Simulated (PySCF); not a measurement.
# C4H11ClSSi: the cost of one run

Programs: PySCF 2.14.0, with density-fitted response routines of our own. Each step states its level of theory. These are calculated values for one molecule in the gas phase, unless marked as measured. Atoms are numbered from 0 throughout.

## Step 1: Starting geometry

18 atoms, charge 0, multiplicity 1; geometry from: GFN2-xTB.

Bonds of the start (Å): C0–C1 1.51, C1–S2 1.83, S2–Si3 2.15, Si3–Cl4 2.03, Si3–C5 1.89, C5–C6 1.52, C0–H7 1.09, C0–H8 1.09, C0–H9 1.09, C1–H10 1.09, C1–H11 1.09, Si3–H12 1.46, C5–H13 1.09, C5–H14 1.09, C6–H15 1.09, C6–H16 1.09, C6–H17 1.09.

## Step 2: TDDFT and polarisability: CAM-B3LYP/def2-SVPD

The job: settings as JSON, then the geometry in Å.

```
{"job": {"kind": "uv", "xc": "CAM-B3LYP", "basis": "def2-SVPD", "nstates": 8, "ntriplets": 3}, "charge": 0, "multiplicity": 1}
C     -3.083921     0.486503     0.331489
C     -2.477224    -0.853647    -0.028465
S     -0.964140    -1.223682     0.933257
Si     0.450788     0.163980     0.103732
Cl     0.166964     0.336950    -1.895490
C      2.181191    -0.512709     0.475509
C      3.287347     0.423873     0.003586
H     -4.035946     0.607345    -0.181930
H     -3.254377     0.548498     1.403597
H     -2.425205     1.300074     0.035544
H     -3.158750    -1.667746     0.213005
H     -2.218107    -0.906011    -1.084533
H      0.231735     1.488087     0.682108
H      2.310797    -1.487853     0.001091
H      2.280965    -0.678538     1.548285
H      4.267055     0.004764     0.223826
H      3.220898     0.587661    -1.069381
H      3.211171     1.388771     0.498835
```

Level: TDDFT CAM-B3LYP/def2-SVPD, vertical, gas phase, core orbitals frozen in the response.

The run is started by

```
$ OMP_NUM_THREADS=1 python probes_run.py task.json out
```

One launch serves the whole session: the jobs run in the order shown.

Q: Estimate the wall time and peak memory of this job on 1 thread of Arm Neoverse V1, shared host.

About 90 s, with a peak of 1.1 GiB.
